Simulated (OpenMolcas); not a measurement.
# Mn³⁺ among point charges: CASSCF and CASPT2 levels and susceptibility

How does a field of 5 point charges split the states of Mn³⁺, and what χT follows?

The numbers are computed with OpenMolcas 26.06 (state-averaged CASSCF and CASPT2, spin-orbit coupling by RASSI with atomic mean-field integrals), except any that are marked as measured or tabulated.

**1. Starting point**

| Property | Result |
| --- | --- |
| Species | Mn³⁺ (manganese, Z = 25, 22 electrons) |
| Basis | ANO-RCC-VTZP [6s5p3d2f1g], 59 functions |
| Scalar Hamiltonian | DKH2, point nucleus |
| Inactive shells | 1s 2s 2p 3s 3p |
| Active space | 4 electrons in 5 orbitals (3d) |
| Some configurations of this space | 3d4 |
| Orbitals | optimised for each spin and parity, averaged over all roots |

The outer shells:

3d4
```
3d [↑ ][↑ ][↑ ][↑ ][  ]
```

The ion sits among 5 point charges of -1.62 e arranged as a square pyramid (C4v), 1.76 Å from the ion, with the axial distance 1.725 Å.

The work runs as a chain of OpenMolcas steps in one folder; each step below is one input file. Labels, J, g values, rates, χT and fits are worked out afterwards by a script from the matrices that RASSI stores.

**2. One- and two-electron integrals**

Input file a.inp:

```
&GATEWAY
Coord
1

Mn 0.0 0.0 0.0
Basis=ANO-RCC-VTZP
Group=NoSym
NoMove
AngMom=0.0 0.0 0.0
AMFI
XField
5 Angstrom 0
1.760000 0.000000 0.000000 -1.620000
0.000000 1.760000 0.000000 -1.620000
-1.760000 0.000000 0.000000 -1.620000
0.000000 -1.760000 0.000000 -1.620000
0.000000 0.000000 1.724800 -1.620000
&SEWARD
```

On the command line:

```bash
$ OMP_NUM_THREADS=1 MOLCAS_MEM=1689 MOLCAS_PROJECT=a pymolcas a.inp > a.log
```

**3. Reference wave functions, quintets, 5 roots**

Input file a.inp:

```
&RASSCF
FileOrb=start.orb
Symmetry=1
Spin=5
nActEl=4 0 0
Inactive=9
Ras2=5
CIRoot=5 5 1
SDav=5
CIMx=300
Iter=120 100
PrWF=0.3
OrbListing=Nothing
MaxOrb=0
>>> COPY $Project.JobIph JOB001
```

start.orb holds the contracted functions of the basis, ordered by shell, or the orbitals of the step before.

**4. CASSCF: triplets, 45 roots**

Input file a.inp:

```
&RASSCF
FileOrb=start.orb
Symmetry=1
Spin=3
nActEl=4 0 0
Inactive=9
Ras2=5
CIRoot=45 45 1
SDav=45
CIMx=300
Iter=120 100
PrWF=0.3
OrbListing=Nothing
MaxOrb=0
>>> COPY $Project.JobIph JOB002
```

**5. Reference wave functions, singlets, 50 roots**

Input file a.inp:

```
&RASSCF
FileOrb=start.orb
Symmetry=1
Spin=1
nActEl=4 0 0
Inactive=9
Ras2=5
CIRoot=50 50 1
SDav=50
CIMx=300
Iter=120 100
PrWF=0.3
OrbListing=Nothing
MaxOrb=0
>>> COPY $Project.JobIph JOB003
```

**6. State interaction with spin-orbit coupling**

Input file a.inp:

```
&RASSI
NrOfJobIphs=3 5 45 50
1 2 3 4 5
1 2 3 4 5 6 7 8 9 10 11 12 13 14 15 16 17 18 19 20 21 22 23 24 25 26 27
28 29 30 31 32 33 34 35 36 37 38 39 40 41 42 43 44 45
1 2 3 4 5 6 7 8 9 10 11 12 13 14 15 16 17 18 19 20 21 22 23 24 25 26 27
28 29 30 31 32 33 34 35 36 37 38 39 40 41 42 43 44 45 46 47 48 49 50
IphNames
JOB001
JOB002
JOB003
EJob
SpinOrbit
DIPRint=1.0
SOCoupling=1000.0
Subsets=2
Property=9
'ANGMOM' 1 'ANGMOM' 2 'ANGMOM' 3 'MLTPL  1' 1 'MLTPL  1' 2 'MLTPL  1' 3
'AMFI' 1 'AMFI' 2 'AMFI' 3
SOProperty=3
'ANGMOM' 1 'ANGMOM' 2 'ANGMOM' 3
```

**7. CASPT2: IPEA 0.25, imaginary shift 0.1 (closed shells correlated: 3s 3p)**

Input file a.inp:

```
>>> COPY JOB001 $Project.JobIph
&CASPT2
Multistate=5 1 2 3 4 5
NoMult
Frozen=5
IPEA=0.25
Imaginary=0.1
MaxIter=60
WThr=0.0 0.3 0.05
PrWF=0.5
NoMix
>>> COPY JOB002 $Project.JobIph
&CASPT2
Multistate=45 1 2 3 4 5 6 7 8 9 10 11 12 13 14 15 16 17 18 19 20 21 22
23 24 25 26 27 28 29 30 31 32 33 34 35 36 37 38 39 40 41 42 43 44 45
NoMult
Frozen=5
IPEA=0.25
Imaginary=0.1
MaxIter=60
WThr=0.0 0.3 0.05
PrWF=0.5
NoMix
>>> COPY JOB003 $Project.JobIph
&CASPT2
Multistate=50 1 2 3 4 5 6 7 8 9 10 11 12 13 14 15 16 17 18 19 20 21 22
23 24 25 26 27 28 29 30 31 32 33 34 35 36 37 38 39 40 41 42 43 44 45 46
47 48 49 50
NoMult
Frozen=5
IPEA=0.25
Imaginary=0.1
MaxIter=60
WThr=0.0 0.3 0.05
PrWF=0.5
NoMix
```

(Steps that only read results are left out.)

Q: Predict the outcome of this session. Wanted: spin-free ground state; first state of the same spin within the active space; lowest level; next level.

**Answer**, as computed:

| quantity | value |
| --- | --- |
| method | SS-CASPT2, IPEA 0.25, imaginary shift 0.1 (closed shells correlated: 3s 3p) |
| spin-free ground state | quintet, 1-fold in its orbital part |
| first state of the same spin within the active space | quintet at 5050 cm⁻¹ |
| lowest level | 1-fold |
| next level | 0.1 cm⁻¹ |
| χT at 300 K | 2.86 cm³ K/mol |
| effective moment at 300 K | 4.78 μB |

Cost by method:

```
                                              method  time of its own steps  time with the reference
                                           A. CASSCF                   26 s                     26 s
B. SS-CASPT2, IPEA 0.25, imaginary shift 0.1, +3s 3p                   30 s                     56 s
```

Times are of one thread on a shared host.

What this shows: The spin-free ground state (quintet) comes to 100 % from free-ion D terms and keeps the highest spin of the shell. χT at 300 K is 2.86, against 3.01 cm³ K/mol for the spin alone; near agreement at one temperature doesn't show that the orbital moment is quenched. An active space of the d shell alone favours high spin; real ions in strong fields can be low spin. The field of point charges can differ much from that of real complexes. With metal d orbitals alone active, the gaps between spin states are rough; where two lie within a few thousand cm-1, their order is open. This is an electrostatic model: the charges have no orbitals.
